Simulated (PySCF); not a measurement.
**The bond of SiBi, level by level**

The task here is to estimate one member of a computed series from the others.

The runs use PySCF 2.14.0; Si def2-TZVPP, Bi def2-TZVPP with ECP60, scalar-relativistic core potentials.

Set-up of the first run:

A driver script around PySCF takes these settings:

| Item | Value |
| --- | --- |
| atoms | Si, Bi |
| charge | 0 |
| basis | Si def2-TZVPP, Bi def2-TZVPP with ECP60 |
| Hamiltonian | scalar-relativistic core potentials |
| basis functions | 92 |
| electrons treated | 37 |
| masses in u | 27.9769, 208.9804 |
| levels | PBE0, PBE, r²SCAN, B97-3, B3LYP, PW91, BHandHLYP, ωB97X, HF, MP2, SCS-MP2, CCSD, CCSD(T) |
| grid | 80 radial by 434 angular points |
| occupations | held fixed by the projection of orbital angular momentum |
| dissociation limit | Si + Bi, each in its ground configuration |
| starting distance in angstrom | 2.575 |
| values of 2S to try | 1, 3, 5 |

Command:

```bash
OMP_NUM_THREADS=1 python dia.py task.json out
```

Steps of the session up to this table: The job; First curve: PBE0; Higher solutions at PBE0; PBE; r²SCAN (meta-GGA); B97-3; B3LYP (global hybrid GGA); PW91 (GGA); BHandHLYP (global hybrid GGA); ωB97X (range-separated hybrid); UHF; Correlated methods on the Hartree–Fock reference.

One of the session's tables, all rows but one given; the rest of the session is left out.

It belongs to the step «The curves together». Energy (eV) from each level's lowest point:

```
R (Å)    UHF  UHF-MP2  UHF-SCS-MP2  UHF-CCSD  UHF-CCSD(T)
2.110  1.156    1.278        1.293       n/a          n/a
2.208  0.459    0.714        0.718     0.577        0.648
2.306  0.125    0.204        0.215     0.185        0.225
2.379  0.011    0.045        0.051     0.043        0.064
2.453  0.000    0.000        0.000     0.000        0.000
2.527      ?        ?            ?         ?            ?
2.625  0.239    0.179        0.161     0.158        0.106
2.747  0.548    0.457        0.422     0.404        0.312
2.894  0.989    0.877        0.823     0.760        0.618
3.091  1.584    1.646        1.571       n/a          n/a
```

Estimate the missing values for R (Å) = 2.527.

Worked estimate for «UHF». A straight line through the neighbours (2.453, 0.000) and (2.625, 0.239) gives 0.000 + (0.239 − 0.000) × (2.527 − 2.453) / (2.625 − 2.453) = 0.103; a parabola fitted to 4 rows on both sides gives 0.072.

**Answer.** UHF: 0.066; UHF-MP2: 0.036; UHF-SCS-MP2: 0.030; UHF-CCSD: 0.032; UHF-CCSD(T): 0.010. In «UHF» the line misses by +0.037 and the parabola by +0.006.
